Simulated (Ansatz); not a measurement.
**C₃H₈BFOS: up Jacob's ladder to CCSD(T)**

The task here is to estimate one member of a computed series from the others.

Computed with Ansatz 0.2.0, Gaussian basis. Level: functionals in def2-TZVPP, the program's frozen cores in correlated methods.

Plan: PBE-D4, r2SCAN-D4, PBE0-D4, B3LYP-D4, ωB97X-V, ωB97M-V, B2PLYP; CCSD(T)/def2-TZVPP; MP2/def2-QZVPP; extrapolation to the limit.

## The geometry

The geometry comes from an earlier relaxation with PBE0-D4 in a triple-zeta def2 set; it is a stationary point, not always the lowest conformer.

SMILES `CC(C)OB(F)S`, 15 atoms, charge 0, spin multiplicity 1.

Atoms are counted from 1 here; the program's logs count them from 0.

Bond lengths: C1–C2 1.511 Å, C1–H8 1.091 Å, C1–H9 1.092 Å, C1–H10 1.092 Å, C2–C3 1.513 Å, C2–O4 1.437 Å, C2–H11 1.095 Å, C3–H12 1.092 Å, C3–H13 1.092 Å, C3–H14 1.093 Å, O4–B5 1.342 Å, B5–F6 1.336 Å, B5–S7 1.814 Å, S7–H15 1.342 Å. Angles: C2–C1–H8 110.8°, C2–C1–H9 110.3°, C2–C1–H10 110.4°, H8–C1–H9 108.5°, H8–C1–H10 108.4°, H9–C1–H10 108.5°, C1–C2–C3 113.0°, C1–C2–O4 107.2°, C1–C2–H11 109.6°, C3–C2–O4 109.1°, C3–C2–H11 109.4°, O4–C2–H11 108.4°, C2–C3–H12 111.0°, C2–C3–H13 110.3°, C2–C3–H14 110.3°, H12–C3–H13 108.1°, H12–C3–H14 108.6°, H13–C3–H14 108.5° and more.

The first run:

in.yaml reads:

```yaml
crystal:
  periodic: [false, false, false]
  atoms:
    - {symbol: C, position_ang: [0.025450, 0.410279, -1.774252]}
    - {symbol: C, position_ang: [0.324396, -0.218599, -0.433788]}
    - {symbol: C, position_ang: [1.589654, 0.316071, 0.200367]}
    - {symbol: O, position_ang: [-0.790117, 0.066415, 0.427466]}
    - {symbol: B, position_ang: [-1.180466, -0.781480, 1.392162]}
    - {symbol: F, position_ang: [-0.563620, -1.949831, 1.589102]}
    - {symbol: S, position_ang: [-2.573702, -0.397537, 2.488790]}
    - {symbol: H, position_ang: [-0.901916, 0.013139, -2.190138]}
    - {symbol: H, position_ang: [0.835411, 0.204932, -2.477211]}
    - {symbol: H, position_ang: [-0.077890, 1.492974, -1.671381]}
    - {symbol: H, position_ang: [0.405545, -1.304531, -0.547174]}
    - {symbol: H, position_ang: [1.775968, -0.162685, 1.163631]}
    - {symbol: H, position_ang: [2.448250, 0.123759, -0.446764]}
    - {symbol: H, position_ang: [1.508783, 1.394382, 0.356591]}
    - {symbol: H, position_ang: [-2.825747, 0.792701, 1.922588]}
basis:
  gaussian: {orbitals: def2-TZVPP}
hamiltonian: {xc: pbe, dispersion: d4}
output: {forces: true, orbitals: {seedname: orbitals}}
```

Command:

```console
ansatz run in.yaml --threads 2 --pin off --events-out ev --progress --plain --max-ram 22528MiB --backend cuda --devices 0, --max-vram 18GiB
```

Among the steps run: PBE-D4 (GGA); r2SCAN-D4 (meta-GGA); PBE0-D4 (hybrid); B3LYP-D4 (hybrid); ωB97X-V (range-separated); ωB97M-V (range-separated); B2PLYP (double hybrid); CCSD(T) in def2-TZVPP; MP2 in def2-QZVPP.

One table of the session follows, with a row left open; its other results are not shown here.

| method | atomisation energy (eV) |
| --- | --- |
| PBE-D4 | 64.693 |
| r2SCAN-D4 | 63.663 |
| PBE0-D4 | 63.616 |
| B3LYP-D4 | 63.242 |
| ωB97X-V | 63.433 |
| ωB97M-V | 63.590 |
| B2PLYP | 62.694 |
| HF/def2-TZVPP | 47.328 |
| MP2/def2-TZVPP | 63.048 |
| CCSD/def2-TZVPP | 60.892 |
| CCSD(T)/def2-TZVPP | ? |
| MP2/CBS | 64.499 |
| CCSD(T)/CBS | 63.241 |

Estimate the missing values for CCSD(T)/def2-TZVPP.

**Answer.** atomisation energy (eV): 61.790. In the column «atomisation energy (eV)» it lies between CCSD/def2-TZVPP (60.892) and B2PLYP (62.694).

Limits of these values: Free atoms (3 C, 1 O, 1 B, 1 F, 1 S, 8 H) were run apart at each level; the atomisation energy is their sum less the molecule, without zero-point or spin-orbit terms.
